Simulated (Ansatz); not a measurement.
# BrH₂NSi: vertical ionisation energy

An exercise on one series of results from a longer session: the logs are not shown, and one member is left open.

Computed with Ansatz 0.2.0, Gaussian basis. Level: unrestricted cation, the program's frozen cores in correlated methods.

Levels to be run: UKS PBE-D4/def2-TZVPP; UKS r2SCAN-D4/def2-TZVPP; UKS PBE0-D4/def2-TZVPP; UKS B3LYP-D4/def2-TZVPP; UKS wB97X-V/def2-TZVPP; UKS wB97M-V/def2-TZVPP; UKS B2PLYP/def2-TZVPP; UHF-CCSD(T)/def2-TZVPP; UHF-MP2/def2-QZVPP; extrapolation to the limit; then −ε(HOMO) from the neutral's earlier runs with LDA (SPW92), PBE-D4, revPBE-D4, BLYP-D4, r2SCAN-D4, B97M-V, PBE0-D4, B3LYP-D4, r2SCANh-D4, r2SCAN0-D4, HSE06-D4, BHLYP-D4, CAM-B3LYP-D4, LC-ωPBE, ωB97X-V, ωB97M-V.

**Structure used throughout**

The geometry comes from an earlier relaxation with PBE0-D4 in a triple-zeta def2 set; it is a stationary point.

5 atoms, charge 0, spin multiplicity 1.

Atoms are counted from 1 here; the program's logs count them from 0.

Bond lengths: N1–Si2 1.700 Å, N1–H4 1.009 Å, N1–H5 1.009 Å, Si2–Br3 2.280 Å. Angles: Si2–N1–H4 126.2°, Si2–N1–H5 120.8°, H4–N1–H5 113.0°, N1–Si2–Br3 98.2°.

The first run:

Contents of in.yaml:

```yaml
crystal:
  periodic: [false, false, false]
  atoms:
    - {symbol: N, position_ang: [-0.473475, 0.240735, -0.418136]}
    - {symbol: Si, position_ang: [-0.221807, -1.071876, 0.632688]}
    - {symbol: Br, position_ang: [1.905488, -0.565898, 1.279005]}
    - {symbol: H, position_ang: [0.188317, 0.974134, -0.625704]}
    - {symbol: H, position_ang: [-1.348623, 0.349305, -0.909253]}
basis:
  gaussian: {orbitals: def2-TZVPP}
total_charge: 1
magnetization: {spin_polarized: true, initial_magnetization: 1}
hamiltonian: {xc: pbe, dispersion: d4}
```

Launch:

```bash
$ ansatz run in.yaml --threads 4 --pin off --events-out ev --progress --plain --max-ram 10444MiB
```

Steps of the session up to this table: Cation, UKS PBE-D4/def2-TZVPP; Cation, UKS r2SCAN-D4/def2-TZVPP; Cation, UKS PBE0-D4/def2-TZVPP; Cation, UKS B3LYP-D4/def2-TZVPP; Cation, UKS wB97X-V/def2-TZVPP; Cation, UKS wB97M-V/def2-TZVPP; Cation, UKS B2PLYP (frozen core)/def2-TZVPP; Cation, UHF-CCSD(T)/def2-TZVPP; Cation, UHF-MP2/def2-QZVPP.

One of the session's tables, all rows but one given; the rest of the session is left out.

For comparison, −ε(HOMO) of the neutral from earlier runs:

| functional | −ε(HOMO) (eV) |
| --- | --- |
| LDA (SPW92) | 6.12 |
| PBE-D4 | 6.00 |
| revPBE-D4 | 5.96 |
| BLYP-D4 | ? |
| r2SCAN-D4 | 6.22 |
| B97M-V | 6.29 |
| PBE0-D4 | 7.08 |
| B3LYP-D4 | 6.89 |
| r2SCANh-D4 | 6.62 |
| r2SCAN0-D4 | 7.22 |
| HSE06-D4 | 6.69 |
| BHLYP-D4 | 8.04 |
| CAM-B3LYP-D4 | 8.34 |
| LC-ωPBE | 9.61 |
| ωB97X-V | 9.29 |
| ωB97M-V | 9.14 |

**Question.** Estimate the row for BLYP-D4.

Worked estimate for «−ε(HOMO) (eV)». Against the share of exact exchange, B3LYP-D4 (0.2, 6.89), BHLYP-D4 (0.5, 8.04) give a slope of 3.83 per unit share; at 0 the line stands at 6.12.

As computed: −ε(HOMO) (eV): 5.87. In «−ε(HOMO) (eV)» the line misses by +0.25.
